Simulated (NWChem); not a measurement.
**AlClF2 (SMILES [F][Al]([F])[Cl]) at M06-2X/def2-SVPD**

What is the vertical singlet–triplet gap of AlClF2 at M06-2X/def2-SVPD? 

The results are computed with NWChem 7.3.0.

5 further runs of the same task are left out: 1 that didn't finish, 4 set aside as unsound or not needed. Runs told in other sessions of the task aren't counted.

## 1. The system as given

AlClF2 has 4 atoms, charge 0, and is taken as a singlet. SMILES: `[F][Al]([F])[Cl]`. Geometry: relaxed at PBE0-D4/def2-TZVP.

Bond lengths: F1–Al2 1.631 Å, Al2–F3 1.631 Å, Al2–Cl4 2.061 Å. Angles: F1–Al2–F3 119.0°, F1–Al2–Cl4 120.5°, F3–Al2–Cl4 120.5°.

## 2. Energy and gradient at M06-2X/def2-SVPD

Contents of run.py:

```python
from ase import Atoms
from ase.calculators.nwchem import NWChem

system = Atoms('FAlFCl', positions=[
    [0.997200, 0.721760, 1.149640],
    [0.069280, -0.050750, 0.053570],
    [0.273490, -1.653820, -0.164660],
    [-1.339980, 0.982810, -1.038560],
])

calc = NWChem(
    label='nw',
    theory='dft',
    memory='2200 mb',
    basis='def2-SVPD',
    basispar='spherical bse',
    dft={'xc': 'm06-2x', 'mult': '1', 'grid': 'fine', 'convergence': 'energy 1e-08', 'iterations': '100', 'mulliken': None},
)
system.calc = calc

forces = system.get_forces()
print("Total energy (eV):", round(system.get_potential_energy(), 6))
print("forces (eV/A):")
for s, f in zip(system.symbols, forces):
    print(f"{s:2s} {f[0]:10.5f} {f[1]:10.5f} {f[2]:10.5f}")
print("dipole (e A):", system.get_dipole_moment().round(4))
```

Started as:

```
$ export ASE_NWCHEM_COMMAND="nwchem PREFIX.nwi > PREFIX.nwo"
$ python run.py
```

Log:

```text
Total energy (eV): -24547.10086
forces (eV/A):
F     0.35754    0.28848    0.41955
Al   -0.32165    0.23567   -0.24852
F     0.08336   -0.61172   -0.07837
Cl   -0.11925    0.08757   -0.09266
dipole (e A): [-0.0693  0.051  -0.0539]
```

The calculator wrote nw.nwi:

```
title "nw"

permanent_dir nw

scratch_dir nw

start nw

geometry units angstrom nocenter noautosym noautoz
  F  9.9719999999999998e-01 7.2175999999999996e-01 1.1496400000000000e+00
  Al 6.9279999999999994e-02 -5.0750000000000003e-02 5.3570000000000000e-02
  F  2.7349000000000001e-01 -1.6538200000000001e+00 -1.6466000000000000e-01
  Cl -1.3399799999999999e+00 9.8280999999999996e-01 -1.0385599999999999e+00
end

memory 2200 mb

basis spherical bse noprint
   * library def2-SVPD
end

dft
  xc m06-2x
  mult 1
  grid fine
  convergence energy 1e-08
  iterations 100
  mulliken
end

task dft gradient
```

nw.nwo, shortened:

```text
[...]
          Wavefunction type:  closed shell.
          No. of atoms     :     4
          No. of electrons :    48
[...]
          Charge           :     0
          Spin multiplicity:     1
[...]
          AO basis - number of functions:    97
[...]
              XC Information
              --------------
                       M06-2X Method XC Functional
                     Hartree-Fock (Exact) Exchange  0.540
                        M06-2X Exchange Functional  1.000
                      M06-2X Correlation Potential  1.000
[...]
 d= 0,ls=0.0,diis     1   -901.9916620656 -1.10D+03  1.27D-02  8.65D-01     1.0
[...]
 d= 0,ls=0.0,diis     9   -902.0893253287 -3.46D-09  6.02D-07  8.36D-10     7.6
         Total DFT energy =     -902.089325328746
      One electron energy =    -1646.139277237275
           Coulomb energy =      613.580471264301
    Exchange-Corr. energy =      -67.878468893295
 Nuclear repulsion energy =      198.347949537523
[...]
      Total Density - Mulliken Population Analysis
     ---------------------------------------------
    Atom       Charge   Shell Charges
 -----------   ------   -------------------------------------------------------
    1 F    9     9.61   1.99  1.11  0.81  0.02  3.34  2.08  0.23  0.00  0.02
    2 Al  13    11.24   2.00  1.98  0.44 -0.13  0.02  5.93  0.70 -0.04  0.39 -0.04
    3 F    9     9.61   1.99  1.11  0.81  0.02  3.34  2.08  0.23  0.00  0.02
    4 Cl  17    17.53   2.00  1.99  1.25  0.69  0.05  5.94  2.14  3.18  0.26  0.01  0.02
[...]
  wavefunction    = closed shell
                         DFT ENERGY GRADIENTS
    atom               coordinates                        gradient
                 x          y          z           x          y          z
   1 F       1.884435   1.363929   2.172505   -0.006953  -0.005610  -0.008159
   2 Al      0.130920  -0.095904   0.101233    0.006255  -0.004583   0.004833
   3 F       0.516821  -3.125267  -0.311162   -0.001621   0.011896   0.001524
   4 Cl     -2.532195   1.857242  -1.962594    0.002319  -0.001703   0.001802
[...]
```

Run time: 12 s. Hardware: 1 thread of AMD EPYC 9B45 (Zen 5), shared host; peak memory 0.12 GiB.

## 3. The triplet: the energy at UM06-2X/def2-SVPD

Contents of alclf2.nw:

```
start alclf2
title "AlClF2 energy"
memory stack 880 mb heap 220 mb global 1100 mb

geometry units angstroms noautosym nocenter noautoz
  F        0.997200       0.721760       1.149640
  Al       0.069280      -0.050750       0.053570
  F        0.273490      -1.653820      -0.164660
  Cl      -1.339980       0.982810      -1.038560
end

basis "ao basis" spherical bse
  F library def2-SVPD
  Al library def2-SVPD
  Cl library def2-SVPD
end

dft
  xc m06-2x
  mult 3
  grid fine
  convergence energy 1e-08
  iterations 100
  mulliken
end

task dft
```

Started as:

```
$ nwchem alclf2.nw > alclf2.out
```

Log, shortened:

```text
[...]
          Wavefunction type:  spin polarized.
          No. of atoms     :     4
          No. of electrons :    48
[...]
          Charge           :     0
          Spin multiplicity:     3
[...]
          AO basis - number of functions:    97
[...]
              XC Information
              --------------
                       M06-2X Method XC Functional
                     Hartree-Fock (Exact) Exchange  0.540
                        M06-2X Exchange Functional  1.000
                      M06-2X Correlation Potential  1.000
[...]
 d= 0,ls=0.0,diis     1   -901.6621930130 -1.10D+03  1.63D-02  3.00D-01     1.4
[...]
 d= 0,ls=0.0,diis    13   -901.8181246155 -7.16D-09  1.10D-06  4.20D-10    16.5
[...]
         Total DFT energy =     -901.818124615509
      One electron energy =    -1644.680256722409
           Coulomb energy =      612.312954259683
    Exchange-Corr. energy =      -67.798771690306
 Nuclear repulsion energy =      198.347949537523
[...]
      Total Density - Mulliken Population Analysis
     ---------------------------------------------
    Atom       Charge   Shell Charges
 -----------   ------   -------------------------------------------------------
    1 F    9     9.56   1.99  1.12  0.80 -0.01  3.33  2.07  0.23  0.00  0.02
    2 Al  13    12.12   2.00  1.98  0.58  0.56  0.12  5.93  0.61 -0.03  0.40 -0.03
    3 F    9     9.56   1.99  1.12  0.80 -0.01  3.33  2.07  0.23  0.00  0.02
    4 Cl  17    16.76   2.00  1.99  1.35  0.58 -0.02  5.94  2.08  2.69  0.11  0.01  0.03
[...]
      <S2> =      2.0046 (Exact =     2.0000)
[...]
```

Run time: 17 s. Hardware: 1 thread of AMD EPYC 9B45 (Zen 5), shared host; peak memory 0.11 GiB.

## 4. What came out

Level: M06-2X/def2-SVPD.

| quantity | value |
| --- | --- |
| singlet: total energy | -902.08933 Eh |
| singlet: dipole moment | 0.49 D |
| singlet: HOMO energy | -11.47 eV |
| singlet: LUMO energy | -1.16 eV |
| singlet: HOMO–LUMO gap | 10.31 eV |
| singlet: largest force on an atom | 0.622 eV/Å |
| triplet: total energy | -901.81812 Eh |
| triplet: dipole moment | 5.34 D |
| triplet: HOMO energy (highest over α and β) | -4.45 eV |
| triplet: ⟨S²⟩ | 2.005 |
| vertical energy of the triplet above the singlet | 7.380 eV |

In words: At this shape the triplet lies 7.38 eV (712 kJ/mol) above the singlet. The largest force (singlet) is 0.62 eV/Å: the shape isn't a stationary point for this species at this level. Mulliken charges (singlet) run from -0.61 on F1 to +1.76 on Al2; in a basis this large or diffuse they mean little. Mulliken charges (triplet) run from -0.56 on F1 to +0.88 on Al2; in a basis this large or diffuse they mean little.
